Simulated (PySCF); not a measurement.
# C7H8BN: magnetic properties

What do calculations give for the magnetic properties of C7H8BN (`C#C[B@H-](C#CC)[N+]#CC`)?

Programs: PySCF 2.14.0, with routines of our own; each step states its level. All values are computed. Atoms count from 0.

## Step 1: The system as given

17 atoms, charge 0, multiplicity 1; geometry from: GFN2-xTB.

## Step 2: Magnetic properties: GIAO B3LYP/pcSseg-1

Job settings and geometry (Å):

```
{"job": {"kind": "mag", "xc": "B3LYP", "basis": "pcSseg-1", "isotopologues": 0}, "charge": 0, "multiplicity": 1}
C     -0.178773    -3.306663    -0.139405
C     -0.178196    -2.251436     0.432202
B     -0.185781    -0.877646     1.173057
C     -1.263481     0.093328     0.603264
C     -2.110517     0.820822     0.158902
C     -3.144289     1.692018    -0.370707
N      1.130821    -0.260171     0.828367
C      2.125542     0.187364     0.473039
C      3.371031     0.738840     0.040047
H     -0.197975    -4.236969    -0.631204
H     -0.210646    -0.978580     2.363123
H     -2.693479     2.545840    -0.879470
H     -3.763835     1.147211    -1.084365
H     -3.779619     2.060299     0.436151
H      3.191403     1.655984    -0.521058
H      3.999116     0.961392     0.903016
H      3.881681     0.020399    -0.601590
```

Method: GIAO B3LYP/pcSseg-1 magnetisability, rotational g tensor and spin-rotation constants, non-relativistic, gas phase.

Started as:

```console
OMP_NUM_THREADS=1 python excited_run.py task.json out
```

One launch serves the whole session: the jobs run in the order shown.

Log:

```text
coarse grid: 14712 points
cycle   1  E = -350.8068394184  dE =  1.274e+00  |g| = 6.744e-01  |ddm| = 4.035e+00
cycle   2  E = -350.5143362361  dE =  2.925e-01  |g| = 1.294e+00  |ddm| = 1.930e+00
cycle   3  E = -350.9102915409  dE = -3.960e-01  |g| = 3.676e-01  |ddm| = 1.222e+00
cycle   4  E = -350.9401234350  dE = -2.983e-02  |g| = 6.710e-02  |ddm| = 3.087e-01
cycle   5  E = -350.9408949443  dE = -7.715e-04  |g| = 3.898e-02  |ddm| = 8.903e-02
cycle   6  E = -350.9412390344  dE = -3.441e-04  |g| = 1.294e-02  |ddm| = 3.177e-02
cycle   7  E = -350.9412769783  dE = -3.794e-05  |g| = 1.724e-03  |ddm| = 9.871e-03
cycle   8  E = -350.9412776682  dE = -6.899e-07  |g| = 4.265e-04  |ddm| = 1.959e-03
final grid: 143632 points
cycle   9  E = -351.0126133487  dE = -3.989e-05  |g| = 6.325e-03  |ddm| = 3.158e-02
cycle  10  E = -351.0126115378  dE =  1.811e-06  |g| = 6.931e-03  |ddm| = 1.150e-02
cycle  11  E = -351.0126229442  dE = -1.141e-05  |g| = 1.437e-03  |ddm| = 5.910e-03
cycle  12  E = -351.0126234209  dE = -4.767e-07  |g| = 2.828e-04  |ddm| = 1.132e-03
cycle  13  E = -351.0126234369  dE = -1.596e-08  |g| = 1.032e-04  |ddm| = 2.276e-04
cycle  14  E = -351.0126234385  dE = -1.604e-09  |g| = 6.735e-05  |ddm| = 1.131e-04
cycle  15  E = -351.0126234395  dE = -9.758e-10  |g| = 1.325e-05  |ddm| = 4.878e-05
converged SCF energy = -351.0126234395

Magnetisability tensor (1e-30 J/T^2)
    -1480.41       13.75       -5.33
       13.75    -1410.94       21.54
       -5.33       21.54    -1292.98
isotropic -1394.78   principal values   -1483.50  -1411.71  -1289.12
isotropic susceptibility -83.995 1e-6 cm^3/mol

Inertial axes            a          b          c
rot. const./GHz      1.7173     0.9655     0.6678
chi total           -89.330    -84.894    -77.762
chi diamagnetic    -810.150  -1376.245  -1920.474
chi paramagnetic    720.819   1291.351   1842.712
quadrupole/D A       16.754     -3.763    -12.991
g nuclear            0.5793     0.5879     0.5791
g electronic        -0.5816    -0.5857    -0.5781
g total             -0.0023     0.0022     0.0010

Spin-rotation constants (kHz, H = +C I.J)
atom  isotope        aa         bb         cc
  2    11B        0.229      0.132      0.090
  6    14N        0.159      0.120      0.112
  9     1H       -0.189     -0.016     -0.055
 10     1H       -0.162     -0.090      0.025
 11     1H       -0.181     -0.004     -0.052
 12     1H       -0.129     -0.058     -0.032
 13     1H       -0.101     -0.098     -0.016
 14     1H       -0.167     -0.026     -0.057
 15     1H       -0.118     -0.097     -0.027
 16     1H       -0.117     -0.081     -0.038
  0    13C*       0.571      0.143      0.179
  1    13C*       0.690      0.110      0.202
  3    13C*       0.211      0.309      0.236
  4    13C*       0.245      0.302      0.234
  5    13C*       0.216      0.126      0.089
  7    13C*       0.386      0.281      0.250
  8    13C*       0.202      0.116      0.082
* in the singly substituted isotopologue
```

It took 34 s on 1 thread of Arm Neoverse V2, shared host; peak memory 0.94 GiB.

In short:

```
              quantity                    value
       magnetisability         -1395·10⁻³⁰ J/T²
  molar susceptibility       -84.0·10⁻⁶ cm³/mol
rotational g (a, b, c)  -0.0023, 0.0022, 0.0010
```

## Step 3: Magnetic properties: GIAO CAM-B3LYP/pcseg-1, grid 3

Settings changed since step 2:

```diff
@@ -1,2 +1,2 @@
-{"job": {"kind": "mag", "xc": "B3LYP", "basis": "pcSseg-1", "isotopologues": 0}, "charge": 0, "multiplicity": 1}
+{"job": {"kind": "mag", "xc": "CAM-B3LYP", "basis": "pcseg-1", "grid": 3}, "charge": 0, "multiplicity": 1}
 C     -0.178773    -3.306663    -0.139405
```

Level: GIAO CAM-B3LYP/pcseg-1 magnetisability, rotational g tensor and spin-rotation constants, non-relativistic, gas phase.

Log:

```text
coarse grid: 14712 points
cycle   1  E = -350.5871899686  dE =  1.552e+00  |g| = 5.734e-01  |ddm| = 4.619e+00
cycle   2  E = -350.5129133609  dE =  7.428e-02  |g| = 8.795e-01  |ddm| = 1.502e+00
cycle   3  E = -350.6861054672  dE = -1.732e-01  |g| = 1.667e-01  |ddm| = 7.993e-01
cycle   4  E = -350.6921512152  dE = -6.046e-03  |g| = 4.717e-02  |ddm| = 1.674e-01
cycle   5  E = -350.6926925849  dE = -5.414e-04  |g| = 1.026e-02  |ddm| = 8.613e-02
cycle   6  E = -350.6927142968  dE = -2.171e-05  |g| = 5.045e-03  |ddm| = 1.249e-02
cycle   7  E = -350.6927203777  dE = -6.081e-06  |g| = 9.662e-04  |ddm| = 4.945e-03
final grid: 205240 points
cycle   8  E = -350.7667101669  dE = -3.311e-05  |g| = 3.575e-03  |ddm| = 2.502e-02
cycle   9  E = -350.7667114230  dE = -1.256e-06  |g| = 2.951e-03  |ddm| = 6.154e-03
cycle  10  E = -350.7667135203  dE = -2.097e-06  |g| = 6.127e-04  |ddm| = 2.654e-03
cycle  11  E = -350.7667135992  dE = -7.881e-08  |g| = 2.138e-04  |ddm| = 5.955e-04
cycle  12  E = -350.7667136100  dE = -1.087e-08  |g| = 6.601e-05  |ddm| = 2.237e-04
cycle  13  E = -350.7667136110  dE = -9.782e-10  |g| = 2.871e-05  |ddm| = 7.253e-05
converged SCF energy = -350.7667136110

Magnetisability tensor (1e-30 J/T^2)
    -1498.05       12.99       -5.07
       12.99    -1427.91       21.35
       -5.07       21.35    -1308.76
isotropic -1411.57   principal values   -1500.79  -1428.92  -1305.01
isotropic susceptibility -85.007 1e-6 cm^3/mol

Inertial axes            a          b          c
rot. const./GHz      1.7173     0.9655     0.6678
chi total           -90.366    -85.939    -78.715
chi diamagnetic    -810.351  -1376.197  -1920.315
chi paramagnetic    719.985   1290.259   1841.599
quadrupole/D A       17.100     -3.841    -13.258
g nuclear            0.5793     0.5879     0.5791
g electronic        -0.5809    -0.5853    -0.5778
g total             -0.0016     0.0027     0.0013

Spin-rotation constants (kHz, H = +C I.J)
atom  isotope        aa         bb         cc
  2    11B        0.215      0.123      0.087
  6    14N        0.145      0.111      0.104
  9     1H       -0.189     -0.017     -0.055
 10     1H       -0.165     -0.091      0.024
 11     1H       -0.183     -0.005     -0.053
 12     1H       -0.130     -0.060     -0.033
 13     1H       -0.102     -0.099     -0.017
 14     1H       -0.169     -0.027     -0.057
 15     1H       -0.120     -0.098     -0.028
 16     1H       -0.119     -0.082     -0.039
  0    13C*       0.515      0.129      0.161
  1    13C*       0.624      0.097      0.183
  3    13C*       0.185      0.276      0.212
  4    13C*       0.220      0.274      0.211
  5    13C*       0.180      0.106      0.074
  7    13C*       0.352      0.259      0.233
  8    13C*       0.162      0.094      0.067
* in the singly substituted isotopologue
```

Wall time 36 s (1 thread of Arm Neoverse V2, shared host); peak memory 0.82 GiB.

From this job:

```
              quantity                    value
       magnetisability         -1412·10⁻³⁰ J/T²
  molar susceptibility       -85.0·10⁻⁶ cm³/mol
rotational g (a, b, c)  -0.0016, 0.0027, 0.0013
```

## Step 4: Magnetic properties side by side

```
                         level  ξ (10⁻³⁰ J/T²)     g(a)    g(b)  gap (eV)  functions  time
           GIAO B3LYP/pcSseg-1           -1395  -0.0023  0.0022      5.12        193  34 s
GIAO CAM-B3LYP/pcseg-1, grid 3           -1412  -0.0016  0.0027      8.06        166  36 s
```

## Step 5: Outcome

| quantity | value |
| --- | --- |
| magnetisability (step 2, GIAO B3LYP/pcSseg-1) | -1395·10⁻³⁰ J/T² |
| molar susceptibility (step 2, GIAO B3LYP/pcSseg-1) | -84.0·10⁻⁶ cm³/mol |
| rotational g (a, b, c) (step 2, GIAO B3LYP/pcSseg-1) | -0.0023, 0.0022, 0.0010 |
| magnetisability over the levels | -1412 to -1395·10⁻³⁰ J/T² |

**Reading.** The magnetisability spreads by 1.2 % over 2 levels of like cost. Two levels can agree by chance, so this spread shows no convergence. Vibrational averaging and real surroundings are missing from these values.
